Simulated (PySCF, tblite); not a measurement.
# C₅H₈SSi: geometry, infrared bands and NMR shifts

What infrared bands and NMR shifts should C₅H₈SSi (`C#C[C@H]1C[SiH2]CS1`) show?

Programs: tblite 0.8.0 and PySCF 2.14.0, with density-fitted response routines of our own. Each step states its level of theory. These are calculated values for one molecule in the gas phase, unless marked as measured. Atoms are numbered from 0 throughout.

### 1 The molecule as given

15 atoms, charge 0, multiplicity 1; geometry from: force field or distance geometry start.

Bonds of the start (Å): C0–C1 1.22, C1–C2 1.44, C2–C3 1.49, C3–Si4 1.86, Si4–C5 1.88, C5–S6 1.81, S6–C2 1.84, C0–H7 1.06, C2–H8 1.11, C3–H9 1.11, C3–H10 1.11, Si4–H11 1.47, Si4–H12 1.47, C5–H13 1.10, C5–H14 1.09.

### 2 Geometry optimisation with GFN2-xTB

What the job is given:

```
{"job": {"kind": "relax", "xc": "GFN2-xTB", "basis": "xTB"}, "charge": 0, "multiplicity": 1}
C      2.604600    -0.071400     0.906500
C      1.776800    -0.086800     0.003700
C      0.798500    -0.101400    -1.056700
C     -0.287000    -1.083700    -0.792100
Si    -1.160000    -0.377200     0.694300
C     -1.255100     1.436800     0.228800
S      0.005600     1.557700    -1.065300
H      3.313100    -0.034100     1.697700
H      1.281000    -0.263900    -2.048000
H     -0.999100    -1.067500    -1.641000
H      0.081800    -2.123500    -0.634300
H     -2.509900    -0.935100     0.860400
H     -0.386600    -0.554300     1.929900
H     -1.030800     2.072800     1.097900
H     -2.237500     1.639700    -0.203700
```

Started as:

```
> OMP_NUM_THREADS=1 python probes_run.py task.json out
```

One launch serves the whole session: the jobs run in the order shown.

**Question.** This job is followed by: GFN2-xTB harmonic vibrations, gas phase; GIAO PBE0/pcSseg-1 NMR shielding, non-relativistic, gas phase. What will the session give for the following? strongest single infrared mode (GFN2-xTB); zero-point energy (GFN2-xTB); 13C shifts against TMS (PBE0/pcSseg-1); 1H shifts against TMS (PBE0/pcSseg-1); 29Si shifts against TMS (PBE0/pcSseg-1); 33S shifts against CS2 (PBE0/pcSseg-1); surface potential, 1st and 99th percentile.

As calculated:

```
                                 quantity                                               value
strongest single infrared mode (GFN2-xTB)                               2277 cm⁻¹, 221 km/mol
             zero-point energy (GFN2-xTB)                                       67.5 kcal/mol
   13C shifts against TMS (PBE0/pcSseg-1)                    89.1, 80.0, 43.1, 23.6, 13.1 ppm
    1H shifts against TMS (PBE0/pcSseg-1)  4.62, 4.33, 3.97, 2.64, 1.96, 1.92, 1.53, 1.34 ppm
  29Si shifts against TMS (PBE0/pcSseg-1)                                           -22.7 ppm
   33S shifts against CS2 (PBE0/pcSseg-1)                                             108 ppm
    surface potential, 1st and 99th percentile                                  -1.15 V and 1.38 V
```

What this shows: The optimisation took 95 steps and gained 0.335 eV; among the close pairs (by a distance rule), C3–Si4 changed most, from 1.863 to 1.908 Å. All 39 modes are real, so the xTB geometry is a minimum. GFN2-xTB is a fitted tight-binding method: band positions and strengths are rough. Its intensities can rank the bands wrongly. At PBE0/pcSseg-1: The largest span, 497 ppm, is at S6, where the paramagnetic term is -660 ppm.
